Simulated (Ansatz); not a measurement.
# PbSe: the cost of one run

Computed with Ansatz 0.2.0 (reference: DFT, PBE, plane waves, PAW, unless a step's input says otherwise).

1 further run of the same task is left out (it didn't finish). Runs told in other sessions of the task aren't counted.

**1. The system as given**

Symmetry: Cm, No. 8, monoclinic system. The conventional cell has a = 7.520 Å, b = 4.344 Å, c = 4.342 Å, α = 90.00°, β = 125.24°, γ = 90.00°. Around Pb (site symmetry m) lie 6 Se at 3.06 to 3.08 Å. Se (site symmetry m) has 6 Pb at 3.06 to 3.08 Å in its first shell of neighbours.

The space group Cm holds at a tolerance of 0.01 Å; at 0.001 Å the coordinates give P1. Cell or atoms stand a little off a more symmetric structure (Fm-3m at a tolerance of 0.3 Å), so results at this geometry aren't those of that ideal crystal.

Coordinates:

```cif
data_structure
_symmetry_space_group_name_H-M 'Cm'
_symmetry_Int_Tables_number 8
_cell_length_a 7.5199
_cell_length_b 4.3443
_cell_length_c 4.3418
_cell_angle_alpha 90.000
_cell_angle_beta 125.240
_cell_angle_gamma 90.000
_cell_volume 115.85
loop_
_atom_site_label
_atom_site_type_symbol
_atom_site_symmetry_multiplicity
_atom_site_Wyckoff_symbol
_atom_site_fract_x
_atom_site_fract_y
_atom_site_fract_z
_atom_site_occupancy
Pb1 Pb 2 a 0.49199 0.50000 0.49169 1
Se1 Se 2 a 0.49372 0.00000 0.99224 1
```

**2. Baseline**

Input file input.yaml:

```yaml
crystal:
  lattice:
    - [4.3118469501, 0.0361350205, 0.5182722355]
    - [0.0262134242, 4.3112897383, -0.5201241701]
    - [-0.7601738547, -3.5813327021, 6.5746399759]
  atoms:
    - { symbol: Pb, position: [0.7418367077, 1.0104324458, 0.7498052709] }
    - { symbol: Pb, position: [0.2418471651, 0.0105315389, 0.2498952974] }
    - { symbol: Se, position: [0.2430843889, 0.5075195369, 0.7491070125] }
    - { symbol: Se, position: [0.7430767383, 0.5076244784, 0.2492144192] }
kpoints:
  mp_grid: { grid: [4, 6, 4] }
hamiltonian:
  xc: pbe
scf:
  occupations: { method: fixed }
  n_extra_bands: 5
output:
  forces: true
  stress: true
  eigenvalues: true
```

Launch:

```bash
> ansatz run input.yaml --threads 4 --pin off --max-ram 4608MiB --backend cpu --events-out ev --progress --plain --runs-dir out
```

What time and memory should one allow on 4 threads of Arm Neoverse N1, shared host?

About 8 s, with a peak of 0.47 GiB.
